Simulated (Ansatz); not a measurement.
# BSiGeH (singlet): wave-function methods side by side, cc-pVTZ

One table from this session's results is given with a row withheld; the runs are named, their logs left out.

Method: cc-pVTZ, core rule «outside noble gas», up to 20 orbitals frozen; program: Ansatz 0.2.0, Gaussian basis.

The runs, in order: UHF; CCSD(T) on RHF; CCSD(T) on UHF; BCCD(T) on RHF; CCSDT(Q) on RHF; CCSDT(Q) on UHF.

4 further runs of the same task are left out: 4 set aside as unsound or not needed.

### The system

The geometry is a PBE0/def2-TZVP stationary point (not a proven minimum). No spin-orbit coupling is included. The filled d shell of Ge may be among the frozen orbitals whatever the setting's name suggests; the logs give the count.

4 atoms, charge 0, spin multiplicity 1.

Atoms are counted from 1 here; the program's logs count them from 0.

Bond lengths: B1–Si2 1.908 Å, B1–Ge3 1.873 Å, B1–H4 1.243 Å, Si2–Ge3 2.637 Å. Angles: Si2–B1–Ge3 88.4°, Si2–B1–H4 67.9°, Ge3–B1–H4 156.3°, B1–Si2–Ge3 45.2°, B1–Ge3–Si2 46.3°.

Coordinates:

```
B     0.0000   -1.1580    0.5991
Si    0.0000    0.3159    1.8111
Ge    0.0000    0.0714   -0.8142
H     0.0000   -1.5281    1.7861
```

Set-up of the first run:

Input file in.yaml:

```yaml
crystal:
  periodic: [false, false, false]
  atoms:
    - {symbol: B, position_ang: [0.000000, -1.158013, 0.599059]}
    - {symbol: Si, position_ang: [0.000000, 0.315922, 1.811071]}
    - {symbol: Ge, position_ang: [0.000000, 0.071402, -0.814172]}
    - {symbol: H, position_ang: [0.000000, -1.528086, 1.786054]}
basis:
  gaussian: {orbitals: cc-pVTZ}
magnetization: {spin_polarized: true, initial_magnetization: 0}
hamiltonian: {xc: hf}
output: {orbitals: {seedname: orbitals}}
```

Launch:

```
$ ansatz run in.yaml --threads 1 --pin off --events-out ev --progress --plain --max-ram 4096MiB --backend cpu
```

Steps of the session up to this table: UHF; CCSD(T) on RHF; CCSD(T) on UHF; BCCD(T) on RHF; CCSDT(Q) on RHF; CCSDT(Q) on UHF.

One of the session's tables, all rows but one given; the rest of the session is left out.

| method | from RCCSDT(Q) (meV) |
| --- | --- |
| RHF | +9641.9 |
| UHF | +9591.1 |
| RMP2 | +1376.0 |
| UMP2 | ? |
| RCCSD | +737.3 |
| UCCSD | +757.7 |
| RCCSD(T) | +86.8 |
| UCCSD(T) | +110.7 |
| BCCD(T) | +81.0 |
| RCCSDT | +66.6 |
| UCCSDT | +70.1 |
| RCCSDT(Q) | 0 |
| UCCSDT(Q) | -2.0 |

Q: Estimate the row for UMP2 from the others.

As computed: from RCCSDT(Q) (meV): +1675.0. In the column «from RCCSDT(Q) (meV)» it lies between RMP2 (+1376.0) and UHF (+9591.1).

With the free atoms at the same levels and basis (separate runs), the atomisation energy is 10.551 eV at RCCSDT(Q), 10.512 eV at RCCSD(T), 10.488 eV at UCCSD(T), 6.660 eV at RHF.

Limits of these values: Warnings: restricted reference is unstable; spin contamination. Restricted and unrestricted rows rest on different reference determinants; where their highest levels disagree by more than a few hundredths of an eV, they describe different states and don't form one ladder.
